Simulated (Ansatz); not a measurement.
**Li2Se: a point defect seen from the nuclei (Ag on a Li site)**

Wanted: the field gradients around Ag on a Li site in Li2Se, cell charge 0, before and after the neighbours move. The cell is a supercell built from a computed entry of the Materials Project. Planned: a single point, then a relaxation.

Computed with Ansatz 0.2.0 (DFT, PBE, plane-wave PAW, default files, scalar-relativistic, unless a step's input says otherwise).

1 further run of the same task is left out (it didn't finish).

### Step 1. Starting point

The structure is cubic, space group F-43m (No. 216). The conventional cell has a = 11.904 Å, b = 11.904 Å, c = 11.904 Å, α = 90.00°, β = 90.00°, γ = 90.00°. Around Ag (site symmetry -43m) lie 4 Se at 2.58 Å. Li (site symmetry 2mm) is surrounded by 4 Se at 2.58 Å. Li (site symmetry -43m) has 4 Se at 2.58 Å as nearest neighbours. Se (site symmetry 3m) has 8 Li at 2.58 Å as nearest neighbours. Se (site symmetry 3m) is surrounded by 1 Ag at 2.58 Å and 7 Li at 2.58 Å.

Structure file:

```xyz
24
Lattice="0.0000 5.9521 5.9521 5.9521 0.0000 5.9521 5.9521 5.9521 0.0000" Properties=species:S:1:pos:R:3 pbc="T T T"
Ag    4.4641    4.4641    4.4641
Li    7.4401    7.4401    4.4641
Li    7.4401    4.4641    7.4401
Li   10.4162    7.4401    7.4401
Li    4.4641    7.4401    7.4401
Li    7.4401   10.4162    7.4401
Li    7.4401    7.4401   10.4162
Li   10.4162   10.4162   10.4162
Li    1.4880    1.4880    1.4880
Li    4.4641    4.4641    1.4880
Li    4.4641    1.4880    4.4641
Li    7.4401    4.4641    4.4641
Li    1.4880    4.4641    4.4641
Li    4.4641    7.4401    4.4641
Li    4.4641    4.4641    7.4401
Li    7.4401    7.4401    7.4401
Se    0.0000    0.0000    0.0000
Se    2.9760    2.9760    0.0000
Se    2.9760    0.0000    2.9760
Se    5.9521    2.9760    2.9760
Se    0.0000    2.9760    2.9760
Se    2.9760    5.9521    2.9760
Se    2.9760    2.9760    5.9521
Se    5.9521    5.9521    5.9521
```

Atom 1 of the input is the impurity.

### Step 2. First run, atoms as given

File input.yaml:

```yaml
crystal:
  lattice:
    - [0.0, 5.9520885296, 5.9520885296]
    - [5.9520885296, 0.0, 5.9520885296]
    - [5.9520885296, 5.9520885296, 0.0]
  atoms:
    - { symbol: Ag, position: [0.375, 0.375, 0.375] }
    - { symbol: Li, position: [0.375, 0.375, 0.875] }
    - { symbol: Li, position: [0.375, 0.875, 0.375] }
    - { symbol: Li, position: [0.375, 0.875, 0.875] }
    - { symbol: Li, position: [0.875, 0.375, 0.375] }
    - { symbol: Li, position: [0.875, 0.375, 0.875] }
    - { symbol: Li, position: [0.875, 0.875, 0.375] }
    - { symbol: Li, position: [0.875, 0.875, 0.875] }
    - { symbol: Li, position: [0.125, 0.125, 0.125] }
    - { symbol: Li, position: [0.125, 0.125, 0.625] }
    - { symbol: Li, position: [0.125, 0.625, 0.125] }
    - { symbol: Li, position: [0.125, 0.625, 0.625] }
    - { symbol: Li, position: [0.625, 0.125, 0.125] }
    - { symbol: Li, position: [0.625, 0.125, 0.625] }
    - { symbol: Li, position: [0.625, 0.625, 0.125] }
    - { symbol: Li, position: [0.625, 0.625, 0.625] }
    - { symbol: Se, position: [0.0, 0.0, 0.0] }
    - { symbol: Se, position: [0.0, 0.0, 0.5] }
    - { symbol: Se, position: [0.0, 0.5, 0.0] }
    - { symbol: Se, position: [0.0, 0.5, 0.5] }
    - { symbol: Se, position: [0.5, 0.0, 0.0] }
    - { symbol: Se, position: [0.5, 0.0, 0.5] }
    - { symbol: Se, position: [0.5, 0.5, 0.0] }
    - { symbol: Se, position: [0.5, 0.5, 0.5] }
kpoints:
  mp_grid: { grid: [3, 3, 3] }
scf:
  occupations: { method: fermi_dirac, width: 0.01 }
hamiltonian:
  xc: pbe
  pseudopotentials: { kind: paw }
output:
  forces: true
  stress: true
  populations: true
  efg: { quadrupole_moments_barn: { Li: -0.0401 }, contact_densities: true }
```

Launch:

```console
$ ansatz run input.yaml --threads 1 --pin off --max-ram 2560MiB --backend cpu --events-out ev --progress --plain --runs-dir out
```

The program printed:

```text
Warning: RAYON_NUM_THREADS=1 ignored (pool sized by the plan → 1); use --threads N
Ag: output.efg is read without spin–orbit coupling, which moves field gradients at and beside such atoms by some per cent and up to a factor of two; PAW files take it under magnetization.noncollinear and magnetization.spin_orbit
Engine: ansatz 0.2.0, aarch64-unknown-linux-gnu
Pseudopotentials: kind: paw
Pseudopotential: Ag, paw, valence charge 19, recommended cutoff 420 eV (normal), Ag.paw.azcp
Pseudopotential: Li, paw, valence charge 3, recommended cutoff 420 eV (normal), Li.paw.azcp
Pseudopotential: Se, paw, valence charge 16, recommended cutoff 420 eV (normal), Se.paw.azcp
Functional definition: PBE
  parameter kappa = 0.804
  parameter beta = 0.06672455060314922
  exchange = pbe_x(kappa = kappa, mu = beta*pi^2/3)
  correlation = pbe_c(beta = beta)
Crystal: 24 atoms, lattice volume = 421.734 Å³
Basis set: ecut = 420 eV, 8291 PW (Γ), exchange–correlation on 120×120×120 points (8 copies of the dense FFT grid, shifted against one another)
Bands: 120, of which v1, the nominal top of the filled ones, is band 96 counted from 1 (95 counted from 0)
Symmetry: 24 space group operations
Space group: F-43m (ITA 216), of the structure as read, at distance tolerance 7.5e-5 Å
k-points: 4 of 27 (time reversal used)
Non-local potential: Ag, projectors of the file, l = 0: 3, l = 1: 2, l = 2: 2, l = 3: 1
Non-local potential: Li, projectors of the file, l = 0: 3, l = 1: 2, l = 2: 1
Non-local potential: Se, projectors of the file, l = 0: 2, l = 1: 2, l = 2: 3, l = 3: 1
PAW form: soft (Blöchl's): semilocal exchange-correlation on the pseudo side does not see the compensation charge
PAW one-centre angular grid: Ag, 590 points (default); XC on 64 Gauss nodes
PAW one-centre angular grid: Li, 110 points (default); XC on 64 Gauss nodes
PAW one-centre angular grid: Se, 590 points (default); XC on 64 Gauss nodes
Initial density: superposition of atomic densities (neutral atoms: chi_scale 0, normalization atom), corrected by the library's trained network
Initial wavefunctions: pseudopotential atomic-orbital guess
Functional: x = pbe(κ = 0.804, μ = 0.2195149727645171), c = pbe(β = 0.06672455060314922)
SCF iter   1: F=—  HF=-54441.905047 eV  |F-HF|=—  |Δ(HF+E_count)|=         —  Δρ=6.94e-4  dr2=3.81e-3  ethr=1.77e-3  ⟨swp⟩=8.0  Hψ=1957  notcnv=0  defer=10
preconditioner: auto → Resta (q_TF=auto, 2.393 Å⁻¹)  ε∞=3.5  [insulator: Δε(μ)=2.660 eV  Ē_g=9.743 eV  σ=0.010 eV  W_gap=1.00  n_scr=112 (ndim 8)  ℏωp=15.6 eV  f_vac=0.050  D(μ)=0.00/eV (n_scr^D=0)  ε∞_Penn≈3.5]
SCF iter   2: F=—  HF=-54441.905689 eV  |F-HF|=—  |Δ(HF+E_count)|=   6.42e-4  Δρ=3.20e-4  dr2=4.45e-4  ethr=1.99e-6  ⟨swp⟩=2.2  Hψ=967  notcnv=0  defer=72
SCF iter   3: F=—  HF=-54441.905793 eV  |F-HF|=—  |Δ(HF+E_count)|=   1.04e-4  Δρ=1.41e-4  dr2=1.07e-4  ethr=2.32e-7  ⟨swp⟩=2.0  Hψ=792  notcnv=0  defer=72
SCF iter   4: F=—  HF=-54441.905890 eV  |F-HF|=—  |Δ(HF+E_count)|=   9.69e-5  Δρ=4.21e-5  dr2=1.17e-5  ethr=5.56e-8  ⟨swp⟩=2.0  Hψ=556  notcnv=0  defer=72
SCF iter   5: F=—  HF=-54441.906161 eV  |F-HF|=—  |Δ(HF+E_count)|=   2.72e-4  Δρ=1.05e-5  dr2=8.48e-7  ethr=6.09e-9  ⟨swp⟩=2.2  Hψ=611  notcnv=0  defer=72
SCF iter   6: F=—  HF=-54441.906162 eV  |F-HF|=—  |Δ(HF+E_count)|=   2.13e-7  Δρ=4.60e-6  dr2=1.01e-7  ethr=4.42e-10  ⟨swp⟩=2.0  Hψ=776  notcnv=0  defer=72
SCF iter   7: F=-54441.906162 eV  HF=-54441.906162 eV  |F-HF|=9.10e-9  |Δ(HF+E_count)|=   3.60e-8  Δρ=1.72e-6  dr2=1.72e-8  ethr=5.21e-11  ⟨swp⟩=11.0  Hψ=2437  notcnv=0
SCF 1 converged in 7 iterations: F = -54441.906162 eV  dr2 = 1.72e-8
SCF converged after 7 iterations
Free energy (F): -54441.906162 eV
Harris-Foulkes:  -54441.906162 eV  (|F-HF|=9.10e-9)
Internal energy: -54441.906162 eV  (E = F + TS)
E sigma→0 (E₀):  -54441.906162 eV
Fermi energy:    5.989413 eV
--- Per-component energies (eV) ---
  E_band       = -4952.241113
  E_kinetic    = 1826.055426
  E_local      = -27858.431708  (includes V_loc(G=0)·N_el)
  E_nonlocal   = -5188.096171
  E_hartree    = 13179.915290
  E_xc         = -1193.224895
  E_vxc        = -1246.169384  (∫ρ·V_xc dr)
  E_paw        = -19506.006831  (= ΣΔE_a)
  E_vpaw       = 1154.564647  (= ΣTr[D̂ρ^β])
  E_aug_tail   = -0.002503  (compensation charges beyond the density's cutoff)
  E_ewald      = -15702.114769
  E_smearing   = -0.000000  (= −TS)
  E_closure    = -0.000000  (closes the sum)
  Σ components = -54441.906162   (vs F -54441.906162, Δ=0.00e0)
--- Forces (eV/Å), atoms counted from 1 ---
  atom   1  Ag     0.00000000    -0.00000000     0.00000000
  atom   2  Li     0.00000000    -0.00000000    -0.01239617
  atom   3  Li     0.00000000    -0.01239617    -0.00000000
  atom   4  Li     0.01239617    -0.00000000     0.00000000
  atom   5  Li    -0.01239617    -0.00000000     0.00000000
  atom   6  Li     0.00000000     0.01239617     0.00000000
  atom   7  Li     0.00000000    -0.00000000     0.01239617
  atom   8  Li     0.00000000    -0.00000000     0.00000000
  atom   9  Li    -0.00000000     0.00000000     0.00000000
  atom  10  Li    -0.00000000    -0.00000000     0.03414391
  atom  11  Li    -0.00000000     0.03414391    -0.00000000
  atom  12  Li    -0.03414391     0.00000000     0.00000000
  atom  13  Li     0.03414391     0.00000000     0.00000000
  atom  14  Li    -0.00000000    -0.03414391     0.00000000
  atom  15  Li    -0.00000000     0.00000000    -0.03414391
  atom  16  Li    -0.00000000     0.00000000    -0.00000000
  atom  17  Se     0.00250835     0.00250835     0.00250835
  atom  18  Se    -0.00250835    -0.00250835     0.00250835
  atom  19  Se    -0.00250835     0.00250835    -0.00250835
  atom  20  Se     0.51227371    -0.51227371    -0.51227371
  atom  21  Se     0.00250835    -0.00250835    -0.00250835
  atom  22  Se    -0.51227371     0.51227371    -0.51227371
  atom  23  Se    -0.51227371    -0.51227371     0.51227371
  atom  24  Se     0.51227371     0.51227371     0.51227371
  max |Σ_I F_I| component: 4.44e-16 eV/Å
--- Stress (GPa, compression-positive) ---
        2.056745      -0.000000      -0.000000
       -0.000000       2.056745       0.000000
       -0.000000       0.000000       2.056745
  P = ⅓ Tr σ = 2.0567 GPa (20.567 kbar)
--- PAW observables at the nuclei: V_zz in 10²¹ V/m², potentials from the cell's mean, atoms counted from 1 ---
  atom   1  Ag V_zz =    -0.000000   η = 0.0000   by run symmetry: forbidden
            electrostatic potential = -7470.737556 V   contact ρ = 948393.614925 e/Å³
  atom   2  Li V_zz =    -0.001219   η = 0.9203   by run symmetry: allowed   C_q = +0.0012 MHz
            electrostatic potential = -166.765339 V   contact ρ = 94.484961 e/Å³
  atom   3  Li V_zz =    -0.001219   η = 0.9203   by run symmetry: allowed   C_q = +0.0012 MHz
            electrostatic potential = -166.765339 V   contact ρ = 94.484961 e/Å³
  atom   4  Li V_zz =    -0.001219   η = 0.9203   by run symmetry: allowed   C_q = +0.0012 MHz
            electrostatic potential = -166.765339 V   contact ρ = 94.484961 e/Å³
  atom   5  Li V_zz =    -0.001219   η = 0.9203   by run symmetry: allowed   C_q = +0.0012 MHz
            electrostatic potential = -166.765339 V   contact ρ = 94.484961 e/Å³
  atom   6  Li V_zz =    -0.001219   η = 0.9203   by run symmetry: allowed   C_q = +0.0012 MHz
            electrostatic potential = -166.765339 V   contact ρ = 94.484961 e/Å³
  atom   7  Li V_zz =    -0.001219   η = 0.9203   by run symmetry: allowed   C_q = +0.0012 MHz
            electrostatic potential = -166.765339 V   contact ρ = 94.484961 e/Å³
  atom   8  Li V_zz =    -0.000000   η = 0.0000   by run symmetry: forbidden   C_q = +0.0000 MHz
            electrostatic potential = -166.763706 V   contact ρ = 94.482046 e/Å³
  atom   9  Li V_zz =    +0.000000   η = 0.0000   by run symmetry: forbidden   C_q = -0.0000 MHz
            electrostatic potential = -166.764353 V   contact ρ = 94.481311 e/Å³
  atom  10  Li V_zz =    -0.000591   η = 0.0753   by run symmetry: allowed   C_q = +0.0006 MHz
            electrostatic potential = -166.742100 V   contact ρ = 94.471436 e/Å³
  atom  11  Li V_zz =    -0.000591   η = 0.0753   by run symmetry: allowed   C_q = +0.0006 MHz
            electrostatic potential = -166.742100 V   contact ρ = 94.471436 e/Å³
  atom  12  Li V_zz =    -0.000591   η = 0.0753   by run symmetry: allowed   C_q = +0.0006 MHz
            electrostatic potential = -166.742100 V   contact ρ = 94.471436 e/Å³
  atom  13  Li V_zz =    -0.000591   η = 0.0753   by run symmetry: allowed   C_q = +0.0006 MHz
            electrostatic potential = -166.742100 V   contact ρ = 94.471436 e/Å³
  atom  14  Li V_zz =    -0.000591   η = 0.0753   by run symmetry: allowed   C_q = +0.0006 MHz
            electrostatic potential = -166.742100 V   contact ρ = 94.471436 e/Å³
  atom  15  Li V_zz =    -0.000591   η = 0.0753   by run symmetry: allowed   C_q = +0.0006 MHz
            electrostatic potential = -166.742100 V   contact ρ = 94.471436 e/Å³
  atom  16  Li V_zz =    +0.000000   η = 0.0000   by run symmetry: forbidden   C_q = -0.0000 MHz
            electrostatic potential = -166.634852 V   contact ρ = 94.484926 e/Å³
  atom  17  Se V_zz =    -0.160372   η = 0.0000   by run symmetry: allowed
            electrostatic potential = -4707.317892 V   contact ρ = 262865.318279 e/Å³
  atom  18  Se V_zz =    -0.160372   η = 0.0000   by run symmetry: allowed
            electrostatic potential = -4707.317892 V   contact ρ = 262865.318279 e/Å³
  atom  19  Se V_zz =    -0.160372   η = 0.0000   by run symmetry: allowed
            electrostatic potential = -4707.317892 V   contact ρ = 262865.318279 e/Å³
  atom  20  Se V_zz =    +7.521121   η = 0.0000   by run symmetry: allowed
            electrostatic potential = -4707.167341 V   contact ρ = 262866.089381 e/Å³
  atom  21  Se V_zz =    -0.160372   η = 0.0000   by run symmetry: allowed
            electrostatic potential = -4707.317892 V   contact ρ = 262865.318279 e/Å³
  atom  22  Se V_zz =    +7.521121   η = 0.0000   by run symmetry: allowed
            electrostatic potential = -4707.167341 V   contact ρ = 262866.089381 e/Å³
  atom  23  Se V_zz =    +7.521121   η = 0.0000   by run symmetry: allowed
            electrostatic potential = -4707.167341 V   contact ρ = 262866.089381 e/Å³
  atom  24  Se V_zz =    +7.521121   η = 0.0000   by run symmetry: allowed
            electrostatic potential = -4707.167341 V   contact ρ = 262866.089381 e/Å³
--- Band table (eV) ---
  k-point 0: bands = ["-85.9423", "-49.4517", "-49.4517", "-49.4517", "-41.4870", "-41.4861", "-41.4861", "-41.4861", "-41.4713", "-41.4713", "-41.4711", "-41.4711", "-41.4711", "-41.4708", "-41.4708", "-41.4708", "-41.4390", "-41.4390", "-41.4389", "-41.4389", "-41.4389", "-41.4386", "-41.4386", "-41.4386", "-41.3113", "-41.3113", "-41.3113", "-41.3110", "-41.3110", "-41.3110", "-41.3104", "-41.3104", "-41.3104", "-41.3099", "-41.3099", "-41.3099", "-41.3059", "-41.3059", "-41.3059", "-41.3059", "-41.3059", "-41.3059", "-41.3059", "-41.3059", "-40.4786", "-40.3707", "-40.3657", "-40.3657", "-40.3644", "-40.3644", "-40.3644", "-40.3530", "-40.3498", "-40.3498", "-40.3498", "-40.3478", "-40.3478", "-40.3470", "-40.3419", "-7.3385", "-6.9605", "-6.9605", "-6.9605", "-6.8837", "-6.7189", "-6.7189", "-6.7189", "0.6531", "0.9502", "0.9502", "0.9502", "0.9603", "0.9603", "1.2690", "1.2690", "1.2690", "1.7202", "2.3091", "2.3091", "2.7527", "2.7527", "2.7527", "2.8215", "2.8215", "2.8215", "3.6950", "3.6950", "3.6950", "3.9423", "3.9423", "3.9423", "3.9449", "3.9449", "4.6621", "4.6621", "4.6621", "7.3168", "7.3168", "7.3168", "7.4047", "8.6923", "9.4659", "9.4659", "9.4659", "9.9237", "9.9237", "9.9237", "10.2098", "10.2481", "10.2481", "10.2481", "10.2927", "10.2927", "10.2927", "10.3858", "10.3858", "10.7071", "10.7071", "12.2151", "12.3610"]
  k-point 1: bands = ["-85.9423", "-49.4517", "-49.4517", "-49.4517", "-41.4869", "-41.4862", "-41.4861", "-41.4861", "-41.4712", "-41.4712", "-41.4711", "-41.4711", "-41.4711", "-41.4709", "-41.4709", "-41.4708", "-41.4389", "-41.4389", "-41.4389", "-41.4388", "-41.4388", "-41.4386", "-41.4386", "-41.4386", "-41.3112", "-41.3112", "-41.3111", "-41.3110", "-41.3110", "-41.3110", "-41.3106", "-41.3106", "-41.3104", "-41.3102", "-41.3099", "-41.3099", "-41.3059", "-41.3059", "-41.3059", "-41.3059", "-41.3059", "-41.3059", "-41.3059", "-41.3059", "-40.4786", "-40.3696", "-40.3662", "-40.3653", "-40.3653", "-40.3647", "-40.3647", "-40.3533", "-40.3494", "-40.3494", "-40.3487", "-40.3483", "-40.3483", "-40.3467", "-40.3424", "-7.2593", "-7.0405", "-6.9508", "-6.9508", "-6.8679", "-6.7544", "-6.7307", "-6.7307", "0.7146", "0.9117", "0.9117", "0.9935", "0.9935", "1.0287", "1.5453", "1.5453", "1.7491", "1.9094", "2.1669", "2.1669", "2.5964", "2.7025", "2.7025", "2.9459", "3.0380", "3.0380", "3.2319", "3.3222", "3.3222", "3.4158", "3.6586", "3.6586", "3.7707", "3.9672", "3.9672", "4.5098", "4.5098", "7.9790", "8.0914", "8.0914", "8.2370", "8.9395", "9.2561", "9.3791", "9.3791", "10.2405", "10.2979", "10.2979", "10.4802", "10.4802", "10.6104", "10.6628", "10.6628", "10.8109", "11.0306", "11.0306", "11.1032", "11.2361", "11.2361", "11.7986", "12.3032"]
  k-point 2: bands = ["-85.9423", "-49.4517", "-49.4517", "-49.4517", "-41.4868", "-41.4863", "-41.4861", "-41.4861", "-41.4712", "-41.4711", "-41.4711", "-41.4711", "-41.4711", "-41.4709", "-41.4709", "-41.4709", "-41.4390", "-41.4389", "-41.4389", "-41.4388", "-41.4388", "-41.4387", "-41.4386", "-41.4386", "-41.3112", "-41.3111", "-41.3111", "-41.3109", "-41.3109", "-41.3109", "-41.3107", "-41.3105", "-41.3105", "-41.3103", "-41.3099", "-41.3099", "-41.3059", "-41.3059", "-41.3059", "-41.3059", "-41.3059", "-41.3059", "-41.3059", "-41.3059", "-40.4786", "-40.3693", "-40.3664", "-40.3654", "-40.3654", "-40.3648", "-40.3645", "-40.3535", "-40.3492", "-40.3490", "-40.3488", "-40.3488", "-40.3483", "-40.3464", "-40.3425", "-7.2314", "-7.0253", "-6.9632", "-6.9632", "-6.8733", "-6.8034", "-6.7167", "-6.7167", "0.7235", "0.8895", "0.8895", "0.9649", "1.0027", "1.1888", "1.6697", "1.7294", "1.7294", "1.9796", "2.2938", "2.4054", "2.5080", "2.5080", "2.6588", "2.6622", "3.0382", "3.0382", "3.1833", "3.1833", "3.2168", "3.3643", "3.6673", "3.7465", "3.7465", "3.8373", "3.9447", "4.2617", "4.2617", "7.9738", "8.4281", "8.6226", "8.6226", "9.2385", "9.7590", "9.7590", "9.7894", "10.0260", "10.2380", "10.2667", "10.2860", "10.2860", "10.4463", "10.8195", "10.8195", "11.0273", "11.1098", "11.1098", "11.1638", "11.2638", "11.5008", "11.9555", "11.9555"]
  k-point 3: bands = ["-85.9423", "-49.4517", "-49.4517", "-49.4517", "-41.4868", "-41.4864", "-41.4861", "-41.4861", "-41.4712", "-41.4711", "-41.4711", "-41.4711", "-41.4710", "-41.4710", "-41.4709", "-41.4709", "-41.4389", "-41.4389", "-41.4389", "-41.4388", "-41.4388", "-41.4387", "-41.4387", "-41.4386", "-41.3112", "-41.3111", "-41.3111", "-41.3109", "-41.3108", "-41.3108", "-41.3107", "-41.3107", "-41.3105", "-41.3104", "-41.3099", "-41.3099", "-41.3059", "-41.3059", "-41.3059", "-41.3059", "-41.3059", "-41.3059", "-41.3059", "-41.3059", "-40.4786", "-40.3683", "-40.3668", "-40.3665", "-40.3657", "-40.3646", "-40.3641", "-40.3534", "-40.3496", "-40.3494", "-40.3488", "-40.3483", "-40.3478", "-40.3464", "-40.3427", "-7.1706", "-7.0727", "-7.0007", "-6.9523", "-6.8390", "-6.8187", "-6.7293", "-6.7179", "0.7219", "0.8976", "0.8983", "1.0081", "1.0123", "1.2188", "1.8186", "1.8218", "1.9341", "2.1030", "2.1916", "2.3118", "2.4100", "2.5668", "2.7127", "2.7934", "2.8293", "2.9966", "3.0595", "3.2314", "3.2791", "3.3752", "3.3938", "3.4873", "3.5584", "3.7712", "3.8321", "4.0528", "4.3897", "8.6325", "8.9412", "8.9852", "9.1577", "9.1731", "9.2438", "9.6079", "9.6677", "10.0861", "10.3806", "10.5337", "10.5770", "10.6761", "10.7016", "10.7236", "10.8390", "10.9584", "11.0716", "11.1348", "11.2492", "11.2897", "11.3606", "11.4053", "11.6831"]
--- Löwdin populations: 24 sites ---
  site symbol       q [e]
     0     Ag     18.4725
     1     Li      2.3578
     2     Li      2.3578
     3     Li      2.3578
     4     Li      2.3578
     5     Li      2.3578
     6     Li      2.3578
     7     Li      2.3589
     8     Li      2.3580
     9     Li      2.3601
    10     Li      2.3601
    11     Li      2.3601
    12     Li      2.3601
    13     Li      2.3601
    14     Li      2.3601
    15     Li      2.3588
    16     Se     17.1400
    17     Se     17.1400
    18     Se     17.1400
    19     Se     17.0881
    20     Se     17.1400
    21     Se     17.0881
    22     Se     17.0881
    23     Se     17.0881
  spilling = 0.006418 (of n_electrons = 192.000000)
```

Run time: 26 s. Hardware: 1 thread of Arm Neoverse V2, shared host; peak memory 0.75 GiB.

The run ends with gap on the mesh 2.65 eV, largest force 0.887 eV/Å, pressure 2.1 GPa.

Site by site (atoms counted from 1):

```csv
site,atoms,distance from the defect (Å),V_zz (10²¹ V/m²),η,C_Q (MHz)
Ag,1,0.00,0.00,–,–
Se20,"20, 22, 23, 24",2.58,7.52,0.00,–
Li10,"10, 11, 12, 13, …",2.98,<0.01,–,≈0 (⁷Li)
Li2,"2, 3, 4, 5, …",4.21,<0.01,–,≈0 (⁷Li)
Se17,"17, 18, 19, 21",4.94,-0.16,0.00,–
Li9,9,5.15,0.00,–,0 (⁷Li)
Li16,16,5.15,0.00,–,0 (⁷Li)
Li8,8,5.95,0.00,–,0 (⁷Li)
```

C_Q = eQV_zz/h, which is 24.18 MHz for Q = 1 b and V_zz = 10²¹ V/m²; η = (V_xx − V_yy)/V_zz. Q values from Pyykkö, Mol. Phys. 116, 1328 (2018). A dash under C_Q marks elements without a common quadrupolar isotope.

Direction of the V_zz axis (Cartesian unit vector):

| site | atom | x | y | z |
| --- | --- | --- | --- | --- |
| Se17 | 17 | 0.58 | 0.58 | 0.58 |
| Se20 | 20 | 0.58 | -0.58 | -0.58 |

[end of part 1 of 2]
